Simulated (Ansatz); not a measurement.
Working through a relaxation of cell and ions of RbCaBr3, space group Pm-3m

With Ansatz 0.2.0, Python API.

Notebook, run cell by cell (the value of a cell's last expression is shown):

In [1]:
```python
from dataclasses import dataclass
from pathlib import Path

import ansatz as az
from ase import Atoms
from ase.io import write
import matplotlib.pyplot as plt
import numpy as np
from pymatgen.analysis.ewald import EwaldSummation
from pymatgen.core import Structure
```

In [2]:
```python
@dataclass(frozen=True)
class RunConfig:
    functional: str = "r2scan"
    cutoff: int = 750
    occupations: str = "Fixed"
```

In [3]:
```python
opts = RunConfig()
```

In [4]:
```python
def edges_and_angles(cell):
    cell = np.asarray(cell)
    a, b, c = np.linalg.norm(cell, axis=1)
    cosines = cell[1] @ cell[2] / (b * c), cell[0] @ cell[2] / (a * c), cell[0] @ cell[1] / (a * b)
    return (a, b, c, *np.degrees(np.arccos(cosines)))
```

In [5]:
```python
xtal = (
    az.Lattice.cubic(5.73669)
    .space_group(221)
    .atom("Rb", (0.5, 0.5, 0.5))
    .atom("Ca", (0.0, 0.0, 0.0))
    .atom("Br", (0.5, 0.0, 0.0))
)

len(xtal.resolved().sites)
```
Out [5]:
```text
5
```

In [6]:
```python
# every cell quantity that the symmetry leaves free
job = xtal.calculation()
job = job.functional(opts.functional)
job = job.basis(opts.cutoff).kpoints(4, center="monkhorst-pack")
job = job.occupations(opts.occupations).relax(cell=True)
job = job.density()
job = job.potential()
job = job.electron_localization_function()
job = job.output_files(volumetric_format="npy")
job = job.bader_charges()
steps = []
```

In [7]:
```python
def collect(event):
    if event["event"] == "relax_step":
        steps.append(event["data"])
```

In [8]:
```python
outcome = job.session().plan().execute(on_event=collect)
rep = outcome.report
```

In [9]:
```python
[(site.symbol, site.position_frac.round(4).tolist()) for site in outcome.lattice.sites]
```
Out [9]:
```text
[(<Element.RB: 'Rb'>, [0.5, 0.5, 0.5]), (<Element.CA: 'Ca'>, [-0.0, -0.0, 0.0]),
 (<Element.BR: 'Br'>, [0.5, 0.0, 0.0]), (<Element.BR: 'Br'>, [0.0, -0.0, 0.5]),
 (<Element.BR: 'Br'>, [0.0, 0.5, 0.0])]
```

In [10]:
```python
for s in steps:
    flag = "" if s["accepted"] else "  (rejected)"
    print("step %2d  E = %.5f eV  Fmax = %.4f eV/A%s" % (s["step"], s["lagrangian_ev"], s["allowed_force_max_ev_ang"], flag))
```
```text
step  1  E = -13489.20163 eV  Fmax = 0.0000 eV/A
step  2  E = -13489.21168 eV  Fmax = 0.0000 eV/A
step  3  E = -13489.21450 eV  Fmax = 0.0000 eV/A
step  4  E = -13489.21426 eV  Fmax = 0.0000 eV/A
```

In [11]:
```python
first, last = steps[0], steps[-1]
symbols = [site.symbol for site in outcome.lattice.sites]
print(f"energy gained {first['lagrangian_ev'] - last['lagrangian_ev']:.4f} eV in {len(steps) - 1} steps")
for label, vectors in (("before", first["cell_ang"]), ("after", outcome.lattice.cell_ang)):
    print(label, "a b c (A) {:.4f} {:.4f} {:.4f}  angles {:.2f} {:.2f} {:.2f}".format(*edges_and_angles(vectors)), f" V = {abs(np.linalg.det(vectors)):.3f} A^3")
print("final stress (GPa):", np.round(np.diag(rep["stress_gpa"]), 3) + 0.0)

print("atom   start x y z (A)              end x y z (A)")
for symbol, a, b in zip(symbols, first["positions_ang"], last["positions_ang"]):
    print(f"{symbol:3s}", " ".join(f"{v:8.4f}" for v in a), "  ", " ".join(f"{v:8.4f}" for v in b))

print("relaxed fractional positions")
for site in outcome.lattice.sites:
    print(f"  {site.symbol:2s}", " ".join(f"{v % 1:8.5f}" for v in np.round(site.position_frac, 5)))
```
```text
energy gained 0.0126 eV in 3 steps
before a b c (A) 5.7367 5.7367 5.7367  angles 90.00 90.00 90.00  V = 188.792 A^3
after a b c (A) 5.6741 5.6741 5.6741  angles 90.00 90.00 90.00  V = 182.683 A^3
final stress (GPa): [0.019 0.019 0.019]
atom   start x y z (A)              end x y z (A)
Rb    2.8683   2.8683   2.8683      2.8371   2.8371   2.8371
Ca    0.0000   0.0000   0.0000     -0.0000  -0.0000   0.0000
Br    2.8683   0.0000   0.0000      2.8371   0.0000  -0.0000
Br    0.0000   0.0000   2.8683      0.0000   0.0000   2.8371
Br    0.0000   2.8683   0.0000      0.0000   2.8371   0.0000
relaxed fractional positions
  Rb  0.50000  0.50000  0.50000
  Ca  0.00000  0.00000  0.00000
  Br  0.50000  0.00000  0.00000
  Br  0.00000  0.00000  0.50000
  Br  0.00000  0.50000  0.00000
```

In [12]:
```python
relaxed = Atoms(symbols, positions=[site.position_ang for site in outcome.lattice.sites], cell=outcome.lattice.cell_ang, pbc=True)
write("relaxed.extxyz", relaxed, format="extxyz")
```

In [13]:
```python
fig, (top, bottom) = plt.subplots(2, 1, sharex=True, figsize=(4.5, 4))
top.plot([s["lagrangian_ev"] - last["lagrangian_ev"] for s in steps], "o-")
top.set_ylabel("E - E(final) (eV)")
bottom.semilogy([max(s["allowed_force_max_ev_ang"], 1e-6) for s in steps], "s-")
bottom.set(xlabel="step", ylabel="largest force (eV/A)")
fig.tight_layout()
fig.savefig("relax.png", dpi=100)
```

In [14]:
```python
n_atoms = len(rep["lattice"]["sites"])
print("F =", round(rep["free_energy_ev"], 4), "eV for", n_atoms, "atoms")
print("E(sigma -> 0) =", round(rep["energy_sigma0_ev"], 4), "eV, TS =", round(rep["entropy_ts_ev"], 5), "eV")
print("closed by", rep["closed_by"], "after", rep["n_iterations"], "iterations")
```
```text
F = -13489.2143 eV for 5 atoms
E(sigma -> 0) = -13489.2143 eV, TS = 0.0 eV
closed by deck_thresholds after 5 iterations
```

In [15]:
```python
folder = Path(outcome.write_results("fields"))
print("densities in e/A^3, potentials in eV, ELF without unit")
for name in sorted(p.name for p in folder.glob("*.npy")):
    field = np.load(folder / name)
    print(f"{name:16s} {str(field.shape):16s} min {field.min():10.4f}  mean {field.mean():10.4f}  max {field.max():10.4f}")
```
```text
densities in e/A^3, potentials in eV, ELF without unit
elf.npy          (54, 54, 54)     min     0.0000  mean     0.3314  max     0.8894
rho.npy          (54, 54, 54)     min     0.0051  mean     0.2190  max     6.7907
v_es.npy         (54, 54, 54)     min  -171.2213  mean     1.5198  max     8.1398
v_tot.npy        (54, 54, 54)     min  -194.1151  mean    -6.6073  max     5.7155
```

In [16]:
```python
final = Structure(outcome.lattice.cell_ang, [s.symbol for s in outcome.lattice.sites], [s.position_frac for s in outcome.lattice.sites])
# point charges of the Bader values: a model, not a term of the DFT energy
charges = [a.partial_charge_e for a in outcome.bader_charges().atoms]
shift = sum(charges) / len(charges)
ionic = final.copy()
ionic.add_oxidation_state_by_site([q - shift for q in charges])
print("Bader charges", [round(q, 3) for q in charges])
print(f"point-charge energy {EwaldSummation(ionic).total_energy / len(ionic):.3f} eV/atom")
```
```text
Bader charges [0.903, 1.556, -0.82, -0.82, -0.82]
point-charge energy -4.109 eV/atom
```

File `relaxed.extxyz` afterwards:
```text
5
Lattice="5.674127147366342 5.68538747316754e-19 -5.759139319158907e-18 3.4800862119618136e-16 5.674127147366342 4.995499252293367e-18 3.416809431297057e-16 3.52435581701158e-16 5.674127147366342" Properties=species:S:1:pos:R:3 pbc="T T T"
Rb       2.83706357       2.83706357       2.83706357
Ca      -0.00000000      -0.00000000       0.00000000
Br       2.83706357       0.00000000      -0.00000000
Br       0.00000000       0.00000000       2.83706357
Br       0.00000000       2.83706357       0.00000000
```

What to keep in mind:
- These settings explore the input space; cutoff and mesh may be short of convergence.
- Forces vanish by symmetry, so the ions can't move, and the end may be a saddle.
- The Fermi level of a run with fixed occupations marks the highest occupied state on its mesh, not mid-gap.
- Energies along a relaxation are free energies. Rows at an unchanged volume are solved on a plane-wave basis chosen afresh for that cell, so the energy jumps there and such rows are no steps of the walk.
- Densities and potentials on the grid are those of the valence electrons, and inside the cores they hang on the potentials used.
- This cell is a computed structure, which may not be the phase found in nature.
- Timing: 53 s on 1 thread of Arm Neoverse V2 (shared host), peak memory 1.3 GiB.

(Lines on the test bed's own set-up are left out of the output.)
